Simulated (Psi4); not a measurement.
# GeNH3 (SMILES [N][GeH3]) at U-wB97X-D/jun-cc-pVDZ (sweep point 2)

What is the energy change on altering one bond length of GeNH3 at U-wB97X-D/jun-cc-pVDZ (sweep point 2)? 

The calculation is run with Psi4 1.11.

## Step 1: The system as given

The species is GeNH3 (5 atoms), meant as a triplet with charge 0. As SMILES, `[N][GeH3]`. Geometry: a GFN2-xTB relaxation, a rough one for these elements and not checked as a minimum.

Bond lengths: N1–Ge2 1.735 Å, Ge2–H3 1.504 Å, Ge2–H4 1.504 Å, Ge2–H5 1.504 Å. Angles: N1–Ge2–H3 111.9°, N1–Ge2–H4 111.9°, N1–Ge2–H5 111.9°, H3–Ge2–H4 106.9°, H3–Ge2–H5 106.9°, H4–Ge2–H5 106.9°.

## Step 2: A single-point energy at U-wB97X-D/jun-cc-pVDZ (sweep point 2)

The input, input.in:

```
memory 1.6 GB

molecule molecule1 {
  0 3
  N     -0.957900     0.020900     1.433700
  Ge     0.005750    -0.000130    -0.008750
  H     -0.726050     0.592710    -1.180850
  H      0.400050    -1.397520    -0.399400
  H      1.278160     0.784040     0.155290
  symmetry c1
}

set {
  reference            uks
  puream               true
  scf_type             pk
  dft_radial_points    99
  dft_spherical_points 590
  maxiter              150
}

energy('wb97x-d/jun-cc-pVDZ')
```

Launch:

```bash
$ psi4 -n 1 input.in input.out
```

input.out:

```text
[...]
  Running in c1 symmetry.
[...]
  Nuclear repulsion =  106.905912377273538
[...]
  Multiplicity = 3
[...]
  Nalpha       = 22
  Nbeta        = 20
[...]
    Number of basis functions: 64
[...]
   @UKS iter   1: -2132.78524575575420   -3.14104e+00   1.77652e-02 DIIS/ADIIS
[...]
   @UKS iter   9: -2133.43173407961604   -2.80929e-08   3.34305e-07 DIIS
[...]
   @S^2 Observed:                2.009817055E+00
[...]
    Orbital Energies [Eh]
    ---------------------
    Alpha Occupied:
       1A   -399.047706     2A    -50.001998     3A    -44.500306
       4A    -44.500305     5A    -44.499993     6A    -14.514538
       7A     -6.371166     8A     -4.535489     9A     -4.533985
      10A     -4.533984    11A     -1.349088    12A     -1.343857
      13A     -1.343856    14A     -1.339875    15A     -1.339874
      16A     -0.939430    17A     -0.644016    18A     -0.480011
      19A     -0.479991    20A     -0.432058    21A     -0.395857
      22A     -0.395841
    Alpha Virtual:
      23A      0.047691    24A      0.059834    25A      0.063872
[...]
  @UKS Final Energy: -2133.43173407961604
   => Energetics <=
    Nuclear Repulsion Energy =            106.9059123772735376
    One-Electron Energy =               -3182.3855197155726273
    Two-Electron Energy =                1006.6167289336906379
    DFT Exchange-Correlation Energy =     -64.5678352194953362
    Empirical Dispersion Energy =          -0.0010204555123793
    VV10 Nonlocal Energy =                  0.0000000000000000
    Total Energy =                      -2133.4317340796164899
[...]
 Multipole Moments:
 ------------------------------------------------------------------------------------
     Multipole            Electronic (a.u.)      Nuclear  (a.u.)        Total (a.u.)
 ------------------------------------------------------------------------------------
 L = 1.  Multiply by 2.5417464519 to convert [e a0] to [Debye]
 Dipole X            :          0.3905026           -0.0267490            0.3637535
 Dipole Y            :         -0.0085458            0.0006068           -0.0079390
 Dipole Z            :         -0.5854765            0.0407672           -0.5447094
 Magnitude           :                                                    0.6550480
[...]
```

Run time: 40 s. Hardware: 1 thread of Intel Xeon Platinum 8259CL at 2.50GHz (Skylake/Cascade Lake), shared host; peak memory 0.98 GiB.

## Step 3: The distorted shape, same level

The input, geh3n.in:

```
memory 1600 mb

molecule m {
  0 3
  N     -1.150615     0.025106     1.722167
  Ge     0.005750    -0.000130    -0.008750
  H     -0.726050     0.592710    -1.180850
  H      0.400050    -1.397520    -0.399400
  H      1.278160     0.784040     0.155290
  symmetry c1
}

set reference uks
set puream true
set scf_type pk
set dft_radial_points 99
set dft_spherical_points 590
set maxiter 150

e = energy("wb97x-d/jun-cc-pVDZ")
```

Launch:

```bash
$ psi4 -i geh3n.in -o geh3n.out -n 1
```

geh3n.out:

```text
[...]
  Running in c1 symmetry.
[...]
  Nuclear repulsion =   95.101041241928655
[...]
  Multiplicity = 3
[...]
  Nalpha       = 22
  Nbeta        = 20
[...]
    Number of basis functions: 64
[...]
   @UKS iter   1: -2132.75643297313218   -3.51134e+00   1.78968e-02 ADIIS/DIIS
[...]
   @UKS iter  10: -2133.43557855641666   -2.61844e-08   4.02155e-07 DIIS
[...]
   @S^2 Observed:                2.018498727E+00
[...]
    Orbital Energies [Eh]
    ---------------------
    Alpha Occupied:
       1A   -399.059793     2A    -50.011300     3A    -44.510278
       4A    -44.509705     5A    -44.509704     6A    -14.527602
       7A     -6.376231     8A     -4.540342     9A     -4.538806
      10A     -4.538805    11A     -1.347430    12A     -1.347430
      13A     -1.347081    14A     -1.344067    15A     -1.344066
      16A     -0.892551    17A     -0.655145    18A     -0.455629
      19A     -0.455602    20A     -0.412267    21A     -0.402108
      22A     -0.402098
    Alpha Virtual:
      23A      0.027080    24A      0.060109    25A      0.064442
[...]
  @UKS Final Energy: -2133.43557855641666
   => Energetics <=
    Nuclear Repulsion Energy =             95.1010412419286553
    One-Electron Energy =               -3158.7910451034003927
    Two-Electron Energy =                 994.7473461771155598
    DFT Exchange-Correlation Energy =     -64.4919133634523263
    Empirical Dispersion Energy =          -0.0010075086082662
    VV10 Nonlocal Energy =                  0.0000000000000000
    Total Energy =                      -2133.4355785564166581
[...]
 Multipole Moments:
 ------------------------------------------------------------------------------------
     Multipole            Electronic (a.u.)      Nuclear  (a.u.)        Total (a.u.)
 ------------------------------------------------------------------------------------
 L = 1.  Multiply by 2.5417464519 to convert [e a0] to [Debye]
 Dipole X            :          0.6270281           -0.2209757            0.4060524
 Dipole Y            :         -0.0137169            0.0048458           -0.0088712
 Dipole Z            :         -0.9395431            0.3314969           -0.6080461
 Magnitude           :                                                    0.7312163
[...]
```

Wall time 38 s (1 thread of Intel Xeon Platinum 8259CL at 2.50GHz (Skylake/Cascade Lake), shared host); peak memory 0.97 GiB.

## Step 4: What came out

At U-wB97X-D/jun-cc-pVDZ (sweep point 2):

```
                                                          quantity           value
                                         first shape: total energy  -2133.43173 Eh
                                        first shape: dipole moment          1.66 D
                   first shape: HOMO energy (highest over α and β)       -10.56 eV
                    first shape: LUMO energy (lowest over α and β)        -1.41 eV
                                    first shape: dispersion energy    -2.68 kJ/mol
                                                 first shape: ⟨S²⟩           2.010
                                     distorted shape: total energy  -2133.43558 Eh
                                    distorted shape: dipole moment          1.86 D
               distorted shape: HOMO energy (highest over α and β)        -9.97 eV
                distorted shape: LUMO energy (lowest over α and β)        -0.85 eV
                                distorted shape: dispersion energy    -2.65 kJ/mol
                                             distorted shape: ⟨S²⟩           2.018
energy change with the N1–Ge2 bond stretched from 1.735 to 2.082 Å       -0.105 eV
```

What this shows: With the N1–Ge2 bond stretched from 1.735 to 2.082 Å the energy falls by 0.10 eV (2.4 kcal/mol). The first shape isn't relaxed at this level, so the change isn't measured from a minimum.
